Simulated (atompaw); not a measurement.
**A PAW (atompaw) potential for promethium, from input to tests**

Do these settings give a usable potential? It is generated, then checked for scattering, ghosts and hardness.

The numbers are computed with atompaw 4.2.0.5 (PBE, scalar-relativistic, spin-unpolarised reference atom).

## (1) The atom and the settings

The settings as typed:

```
element                 : promethium (Pm, Z = 61)
type                    : PAW
frozen core             : [Kr] 4d10
valence charge          : 15
reference configuration : 4f5 5s2 5p6 5d0 6s2 6p0
partial waves           : 5s (bound): rc 2.10 bohr; 6s (bound): rc 2.85 bohr; 5p (bound): rc 1.85 bohr; 6p (bound, empty): rc 3.00 bohr; 5d (bound, empty): rc 3.00 bohr; 5d channel at 0.2 Ry: rc 3.00 bohr; 4f (bound): rc 0.80 bohr; 4f channel at 1.9 Ry: rc 0.80 bohr
local potential         : troulliermartins scheme with l = 4 at 0 Ry, radius 2.55 bohr
core correction         : smooth core density matched at 2.50 bohr
augmentation charge     : besselshape compensation charge, radius 2.55 bohr; PAW radius 3.00 bohr; waves and projectors: custom rrkj gramschmidtortho
```

The outer shells as boxes (Hund's rule for the drawing; the calculation is spin-unpolarised):

```
[Kr] core
4d [↑↓][↑↓][↑↓][↑↓][↑↓]
4f [↑ ][↑ ][↑ ][↑ ][↑ ][  ][  ]
5s [↑↓]
5p [↑↓][↑↓][↑↓]
5d [  ][  ][  ][  ][  ]
6s [↑↓]
6p [  ][  ][  ]
```

An earlier all-electron run gives the scale for the radii.

All-electron outer shells of the reference configuration (PBE, scalar-relativistic, ld1.x):

| shell | level (eV) | outermost node (bohr) | outermost maximum (bohr) |
| --- | --- | --- | --- |
| 4p | -236.70 | 0.31 | 0.58 |
| 4d | -122.76 | 0.29 | 0.60 |
| 5s | -41.87 | 0.70 | 1.29 |
| 5p | -22.67 | 0.75 | 1.46 |
| 6s | -3.54 | 1.74 | 3.72 |
| 4f | -2.15 | – | 0.64 |
| 5d | -1.80 | 0.86 | 2.20 |
| 6p | -1.22 | 2.10 | 5.02 |

## (2) Generation

Pm.input

```
Pm 61
GGA-PBE scalarrelativistic loggrid 2001 logderivrange -5 5 251
6 6 5 4 0 0
6 1 0
5 2 0
4 3 5
0 0 0
c
c
c
c
v
v
c
c
c
v
v
c
c
v
v
3
3.00 2.55 2.55 2.50
n
n
y
0.2
n
y
1.9
n
custom rrkj gramschmidtortho besselshape
4 0 troulliermartins
2.10
2.85
1.85
3.00
3.00
3.00
0.80
0.80
PWSCFOUT
UPFDX 0.0125d0 UPFXMIN -7.d0 UPFZMESH 61.d0
END
```

Started as:

```console
atompaw < Pm.input > Pm.log
```

What does the calculation give? Wanted: cutoffs for 10 and 1 mRy, occupied levels; bound ghosts; largest phase difference near zero energy, channels read; lowest eigenvalue of the overlap; share of valence orbitals outside the PAW sphere; UPF file.

The runs gave:

| quantity | value |
| --- | --- |
| cutoffs for 10 and 1 mRy, occupied levels | 300 Ry and over 300 Ry |
| bound ghosts | none found |
| largest phase difference near zero energy, channels read | 0.066 rad |
| lowest eigenvalue of the overlap (Bessel basis) | 0.046 (p) |
| share of valence orbitals outside the PAW sphere | 5s 1 %, 6s 83 %, 5p 3 %, 6p 95 %, 5d 49 %, 4f 2 % |
| UPF file | written |

What this shows: By its cutoff, 300 Ry for the looser tolerance, it is very hard. The tighter tolerance needs over 300 Ry, and converged work needs a cutoff nearer that. The slowest occupied level is 4f: taken alone it needs 300 Ry to come within 1 mRy, against 21 Ry for 5p. No bound ghost shows below the valence levels. Near zero energy the largest phase difference among the channels read is 0.07 rad, in the p channel. All of this concerns the isolated atom, not yet a solid.
